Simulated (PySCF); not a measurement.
# WS2(NH2)2: geometry, NMR shifts and electronic excitations

Wanted: the NMR shifts and electronic excitations of WS2(NH2)2 (`[NH2][W]([NH2])(=[S])=[S]`), by calculation.

The runs use PySCF 2.14.0, with density-fitted response routines of our own; the level of theory stands in each step. All values are computed, except where a source is named. Atoms are numbered from 0 throughout.

**1. The starting structure**

9 atoms, charge 0, multiplicity 1; geometry from: GFN2-xTB.

Bonds of the start (Å): W0–S1 2.18, W0–S2 2.18, W0–N3 1.96, W0–N6 1.96, N3–H4 1.03, N3–H5 1.03, N6–H7 1.03, N6–H8 1.03.

**2. Optimising the geometry at PBE0-D3(BJ)/def2-SVP**

Job settings and geometry (Å):

```
{"job": {"xc": "PBE0", "basis": "def2-SVP", "d3": "d3bj", "grid": 1, "maxiter": 40, "kind": "geom"}, "charge": 0, "multiplicity": 1}
W      0.440530     0.000290     0.303810
S      0.468850     0.010340     2.486590
S      2.495560    -0.005600    -0.432900
N     -0.409200     1.665620    -0.293130
H     -0.169370     2.196060    -1.138070
H     -1.112660     2.203810     0.225190
N     -0.417740    -1.665140    -0.279470
H     -1.119030    -2.199230     0.246010
H     -0.176940    -2.206160    -1.118030
```

**Question.** This job is followed by: GIAO PBE0/pcSseg-1 W:def2-TZVP NMR shielding, non-relativistic, gas phase; TDDFT B3LYP/def2-SVPD, vertical, gas phase, core orbitals frozen in the response; GIAO wB97X-D/pcSseg-1 W:def2-TZVP NMR shielding, non-relativistic, gas phase. Predict these results of the whole session: point group; rotational constants (main isotopes); ¹H shifts against TMS (PBE0/def2-TZVP+pcSseg-1, means over atoms taken as alike); ³³S shifts against CS2 (PBE0/def2-TZVP+pcSseg-1, means over atoms taken as alike); ¹⁵N shifts against NH3 (PBE0/def2-TZVP+pcSseg-1, means over atoms taken as alike); lowest singlet (B3LYP/def2-SVPD); brightest single state of those computed; lowest triplet; vertical ionisation energy (ΔSCF); vertical electron affinity (ΔSCF); range of the shift of S1.

**Answer**, as computed:

| quantity | value |
| --- | --- |
| point group | C2v |
| rotational constants (main isotopes) | 2.39, 1.70, 1.53 GHz |
| ¹H shifts against TMS (PBE0/def2-TZVP+pcSseg-1, means over atoms taken as alike) | 5.28 ppm |
| ³³S shifts against CS2 (PBE0/def2-TZVP+pcSseg-1, means over atoms taken as alike) | 1061 ppm |
| ¹⁵N shifts against NH3 (PBE0/def2-TZVP+pcSseg-1, means over atoms taken as alike) | 139.2 ppm |
| lowest singlet (B3LYP/def2-SVPD) | 2.90 eV (427 nm), f = 0.001 |
| brightest single state of those computed | state 8, 4.52 eV, f = 0.035 |
| lowest triplet | 2.64 eV |
| vertical ionisation energy (ΔSCF) | 8.93 eV |
| vertical electron affinity (ΔSCF) | 0.97 eV |
| range of the shift of S1 | 1061 to 1095 ppm |

What this shows: The optimisation took 8 steps and gained 0.165 eV; among the close pairs (by a distance rule), W0–S2 changed most, from 2.183 to 2.136 Å. At PBE0/def2-TZVP+pcSseg-1: Shielding is most anisotropic at S1, S2 (span 1378 ppm, paramagnetic term -1626 ppm). The first singlet state (HOMO→LUMO 0.99) lies at 2.90 eV and is weak; of the 10 states computed, the strongest absorption comes from states 4 to 5 together at 4.04 eV. The lowest triplet lies 0.26 eV below the lowest singlet (triplets in Tamm-Dancoff, singlets in full TDDFT). Spin-orbit coupling, left out, mixes singlets and triplets in elements this heavy. ΔSCF puts the ionisation energy at 8.93 eV, 2.04 eV above −ε(HOMO). Across the 2 runs the shift of S1 (with its like atoms) moves most, between 1061 (PBE0/def2-TZVP+pcSseg-1) and 1095 ppm (wB97X-D/def2-TZVP+pcSseg-1). Spin-orbit coupling is left out, which matters for shieldings and couplings at and beside the heavy atoms.
